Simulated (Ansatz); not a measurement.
# CH8AsBSi: up Jacob's ladder to CCSD(T)

The task here is to estimate one member of a computed series from the others.

Computed with Ansatz 0.2.0, Gaussian basis. Level: functionals in def2-TZVPP, the program's frozen cores in correlated methods.

Plan: PBE-D4, r2SCAN-D4, PBE0-D4, B3LYP-D4, ωB97X-V, ωB97M-V, B2PLYP; CCSD(T)/def2-TZVPP; MP2/def2-QZVPP; extrapolation to the limit.

### The geometry

The geometry comes from an earlier relaxation with PBE0-D4 in a triple-zeta def2 set; it is a stationary point, not always the lowest conformer.

SMILES `B[SiH2][AsH]C`, 12 atoms, charge 0, spin multiplicity 1.

Atoms are counted from 1 here; the program's logs count them from 0.

Bond lengths: B1–Si2 1.989 Å, B1–H5 1.196 Å, B1–H6 1.196 Å, Si2–As3 2.393 Å, Si2–H7 1.489 Å, Si2–H8 1.490 Å, As3–C4 1.979 Å, As3–H9 1.525 Å, C4–H10 1.089 Å, C4–H11 1.090 Å, C4–H12 1.090 Å. Angles: Si2–B1–H5 121.1°, Si2–B1–H6 120.9°, H5–B1–H6 117.7°, B1–Si2–As3 101.7°, B1–Si2–H7 114.7°, B1–Si2–H8 114.7°, As3–Si2–H7 106.6°, As3–Si2–H8 109.5°, H7–Si2–H8 109.1°, Si2–As3–C4 96.6°, Si2–As3–H9 90.7°, C4–As3–H9 95.9°, As3–C4–H10 112.5°, As3–C4–H11 108.5°, As3–C4–H12 108.2°, H10–C4–H11 109.4°, H10–C4–H12 109.6°, H11–C4–H12 108.6°.

The first run:

File in.yaml:

```yaml
crystal:
  periodic: [false, false, false]
  atoms:
    - {symbol: B, position_ang: [-1.758180, 1.204897, -0.441713]}
    - {symbol: Si, position_ang: [-0.918897, 0.221106, 1.069849]}
    - {symbol: As, position_ang: [1.408909, 0.462351, 0.571791]}
    - {symbol: C, position_ang: [1.459984, -0.844393, -0.914199]}
    - {symbol: H, position_ang: [-1.981116, 0.662458, -1.484517]}
    - {symbol: H, position_ang: [-1.949353, 2.383391, -0.377231]}
    - {symbol: H, position_ang: [-1.133832, 0.836965, 2.408002]}
    - {symbol: H, position_ang: [-1.264349, -1.227031, 1.138490]}
    - {symbol: H, position_ang: [1.766773, -0.534512, 1.669574]}
    - {symbol: H, position_ang: [0.897894, -1.749995, -0.692902]}
    - {symbol: H, position_ang: [1.047101, -0.370856, -1.805029]}
    - {symbol: H, position_ang: [2.501965, -1.099581, -1.108116]}
basis:
  gaussian: {orbitals: def2-TZVPP}
hamiltonian: {xc: pbe, dispersion: d4}
output: {forces: true, orbitals: {seedname: orbitals}}
```

Run with:

```sh
> ansatz run in.yaml --threads 4 --pin off --events-out ev --progress --plain --max-ram 10444MiB
```

Among the steps run: PBE-D4 (GGA); r2SCAN-D4 (meta-GGA); PBE0-D4 (hybrid); B3LYP-D4 (hybrid); ωB97X-V (range-separated); ωB97M-V (range-separated); B2PLYP (double hybrid); CCSD(T) in def2-TZVPP; MP2 in def2-QZVPP.

One table of the session follows, with a row left open; its other results are not shown here.

| method | atomisation energy (kcal/mol) |
| --- | --- |
| PBE-D4 | 906.7 |
| r2SCAN-D4 | ? |
| PBE0-D4 | 899.9 |
| B3LYP-D4 | 906.5 |
| ωB97X-V | 909.0 |
| ωB97M-V | 902.0 |
| B2PLYP | 891.1 |
| HF/def2-TZVPP | 674.8 |
| MP2/def2-TZVPP | 875.1 |
| CCSD/def2-TZVPP | 869.3 |
| CCSD(T)/def2-TZVPP | 879.2 |
| MP2/CBS | 895.1 |
| CCSD(T)/CBS | 899.2 |

**Question.** Estimate the row for r2SCAN-D4.

The run gave: atomisation energy (kcal/mol): 904.8. In the column «atomisation energy (kcal/mol)» it lies between ωB97M-V (902.0) and B3LYP-D4 (906.5).
